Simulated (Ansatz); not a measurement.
# Ga4SbP3: the band gap up the ladder of functionals

An exercise on one series of results from a longer session: the logs are not shown, and one member is left open.

Program: Ansatz 0.2.0. PAW datasets, plane waves. No spin polarisation. The prototype was imposed, so other structures may be more stable.

**Starting point**

The cell was relaxed beforehand with r2SCAN.

It is orthorhombic, Pmm2 (No. 25); conventional cell a = 3.973 Å, b = 7.954 Å, c = 5.610 Å, 22.16 Å³ an atom. P has 4 Ga at 2.39–2.40 Å; Ga has 3 P at 2.35–2.39 Å and 1 Sb at 2.60 Å; P has 4 Ga at 2.35–2.40 Å; Ga has 4 P at 2.40 Å; Sb has 4 Ga at 2.57–2.60 Å.

Structure file:

```cif
data_structure
_symmetry_space_group_name_H-M 'Pmm2'
_symmetry_Int_Tables_number 25
_cell_length_a 3.9730
_cell_length_b 7.9538
_cell_length_c 5.6102
_cell_angle_alpha 90.000
_cell_angle_beta 90.000
_cell_angle_gamma 90.000
_cell_volume 177.28
loop_
_atom_site_label
_atom_site_type_symbol
_atom_site_symmetry_multiplicity
_atom_site_Wyckoff_symbol
_atom_site_fract_x
_atom_site_fract_y
_atom_site_fract_z
_atom_site_occupancy
P1 P 2 g 0.00000 0.23848 0.00045 1
Ga1 Ga 2 h 0.50000 0.23046 0.76299 1
P2 P 1 c 0.50000 0.00000 0.50108 1
Ga2 Ga 1 a 0.00000 0.00000 0.26226 1
Sb1 Sb 1 d 0.50000 0.50000 0.50008 1
Ga3 Ga 1 b 0.00000 0.50000 0.20971 1
```

Set-up of the first run:

The input, input.yaml:

```yaml
crystal:
  lattice:
    - [3.9730057224, 0.0, 0.0]
    - [0.0, 7.9537704257, 0.0]
    - [0.0, 0.0, 5.6101828148]
  atoms:
    - { symbol: P, position: [0.0, 0.238483818, 0.0004492307] }
    - { symbol: Ga, position: [0.5, 0.2304636185, 0.7629870715] }
    - { symbol: P, position: [0.5, 0.0, 0.501081248] }
    - { symbol: Ga, position: [0.0, 0.0, 0.2622631944] }
    - { symbol: P, position: [0.0, 0.761516182, 0.0004492307] }
    - { symbol: Ga, position: [0.5, 0.7695363815, 0.7629870715] }
    - { symbol: Sb, position: [0.5, 0.5, 0.5000766644] }
    - { symbol: Ga, position: [0.0, 0.5, 0.2097062887] }
kpoints:
  mp_grid: { grid: [6, 4, 4] }
  band_path:
    path:
      - [[0.0, 0.0, 0.0], [0.5, 2.394792232651e-18, 1.476462640844e-33], [0.5, 0.5, 1.464372396527e-33], [-4.798314549392e-35, 0.5, -1.209024431789e-35], [0.0, 0.0, 0.0], [-9.089486989468e-50, -5.554120254455e-51, 0.5], [0.5, 2.394792232651e-18, 0.5], [0.5, 0.5, 0.5], [-4.551864865351e-35, 0.5, 0.5], [-9.089486989468e-50, -5.554120254455e-51, 0.5]]
      - [[0.5, 2.394792232651e-18, 1.476462640844e-33], [0.5, 2.394792232651e-18, 0.5]]
      - [[-4.798314549392e-35, 0.5, -1.209024431789e-35], [-4.551864865351e-35, 0.5, 0.5]]
      - [[0.5, 0.5, 1.464372396527e-33], [0.5, 0.5, 0.5]]
    npoints: 10
hamiltonian:
  xc: pbe
scf:
  occupations: { method: fermi_dirac, width: 0.02 }
  n_extra_bands: 6
output:
  forces: true
  stress: true
  eigenvalues: true
  write_density: true
  write_potential: true
  elf: true
  volumetric_format: npy
```

Started as:

```bash
$ ansatz run input.yaml --threads 4 --pin off --max-ram 6451MiB --backend cpu --events-out ev --progress --plain --runs-dir out
```

Among the steps run: Band structure with PBE; r2SCAN at the same geometry; HSE06 at the same geometry; Single point with PBE+SOC; PBE0.

One table of the session follows, with a row left open; its other results are not shown here.

```
  level  gap (eV)
    PBE      0.52
 r2SCAN      0.85
  HSE06         ?
PBE+SOC      0.50
   PBE0      1.87
```

Estimate the missing values for HSE06.

**Answer.** gap (eV): 1.22. In the column «gap (eV)» it lies between r2SCAN (0.85) and PBE0 (1.87).

Meshes: PBE 6×4×4, r2SCAN 6×4×4, HSE06 4×2×4, PBE+SOC 6×4×4, PBE0 4×2×4

The gap runs from 0.50 eV (PBE+SOC) to 1.87 eV (PBE0). PBE reaches 42 % of the HSE06 value, and r2SCAN 70 %. PBE0 lies 0.65 eV above HSE06, which differs from it by screening the long-range exchange. The levels disagree on whether the gap is direct.

Limits of these values: Warnings in the runs' records: stress exchange threshold loose, stress scf threshold loose.
